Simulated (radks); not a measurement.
**Valence configurations of Tb²⁺**

Aim: which of several valence configurations of Tb²⁺ lies lowest at this level, and whether it is the one NIST lists ([Xe] 4f9).

Method: Dirac Kohn-Sham, BLYP, spin-unpolarised, spherical densities, finite nucleus; open shells fill j = l - 1/2 first. Code: radks (a radial shooting solver on a logarithmic mesh, Libxc functionals) version 1.

## 1. What is computed

```
element            : terbium (Z = 65)
charge             : +2
electrons          : 63
configuration      : [Xe] 4f9
nuclear rms radius : 5.06 fm
others tried       : 4f8 6s1; 4f8 5d1; 4f7 5d1 6s1; 4f8.5 6p0.5; 4f7 5d2; 4f6 5d3; 4f8 6p1
```

## 2. [Xe] 4f9

Input:

```text
Z 65
configuration [Xe] 4f9
relativity Dirac
functional b88,lyp
spin unpolarised
j_filling energy
nucleus finite rms 5.06 fm
c 137.035999084
```

## 3. [Xe] 4f8 6s1

Input: that of step 2 with these lines changed.

```diff
@@ -1,3 +1,3 @@
 Z 65
-configuration [Xe] 4f9
+configuration [Xe] 4f8 6s1
 relativity Dirac
```

## 4. [Xe] 4f8 5d1

Input: that of step 3 with these lines changed.

```diff
@@ -1,3 +1,3 @@
 Z 65
-configuration [Xe] 4f8 6s1
+configuration [Xe] 4f8 5d1
 relativity Dirac
```

## 5. [Xe] 4f7 5d1 6s1

Input: that of step 4 with these lines changed.

```diff
@@ -1,3 +1,3 @@
 Z 65
-configuration [Xe] 4f8 5d1
+configuration [Xe] 4f7 5d1 6s1
 relativity Dirac
```

## 6. [Xe] 4f8.5 6p0.5

Input: that of step 5 with these lines changed.

```diff
@@ -1,3 +1,3 @@
 Z 65
-configuration [Xe] 4f7 5d1 6s1
+configuration [Xe] 4f8.5 6p0.5
 relativity Dirac
```

## 7. [Xe] 4f7 5d2

Input: that of step 6 with these lines changed.

```diff
@@ -1,3 +1,3 @@
 Z 65
-configuration [Xe] 4f8.5 6p0.5
+configuration [Xe] 4f7 5d2
 relativity Dirac
```

## 8. [Xe] 4f6 5d3

Input: that of step 7 with these lines changed.

```diff
@@ -1,3 +1,3 @@
 Z 65
-configuration [Xe] 4f7 5d2
+configuration [Xe] 4f6 5d3
 relativity Dirac
```

## 9. [Xe] 4f8 6p1

Input: that of step 8 with these lines changed.

```diff
@@ -1,3 +1,3 @@
 Z 65
-configuration [Xe] 4f6 5d3
+configuration [Xe] 4f8 6p1
 relativity Dirac
```

What does the calculation give? Wanted: for each run, valence; E − E(NIST configuration); highest level; its energy; 1s shift.

The runs gave:

```
    valence  E − E(NIST configuration) (eV)  highest level  its energy (eV)  1s shift (eV)
        4f9                           0.000          4f7/2          -16.199          +0.00
4f8.5 6p0.5                           3.561          6p1/2          -11.838          -4.75
    4f8 5d1                           4.493          5d3/2          -15.326          -6.32
    4f8 6s1                           4.785          6s1/2          -16.465          -8.92
    4f8 6p1                           9.025          6p1/2          -12.772          -9.95
    4f7 5d2                          13.816          5d3/2          -16.849         -13.62
4f7 5d1 6s1                          15.012          6s1/2          -17.148         -16.43
    4f6 5d3                          28.766          5d3/2          -18.342         -21.70
```

**Reading.** Theory agrees with NIST among these: the next, 4f8.5 6p0.5, lies 3.561 eV higher. The energies are those of spherical spin-averaged densities, not of single terms. The 1s eigenvalue shifts by up to 21.70 eV as the valence charge is rearranged.
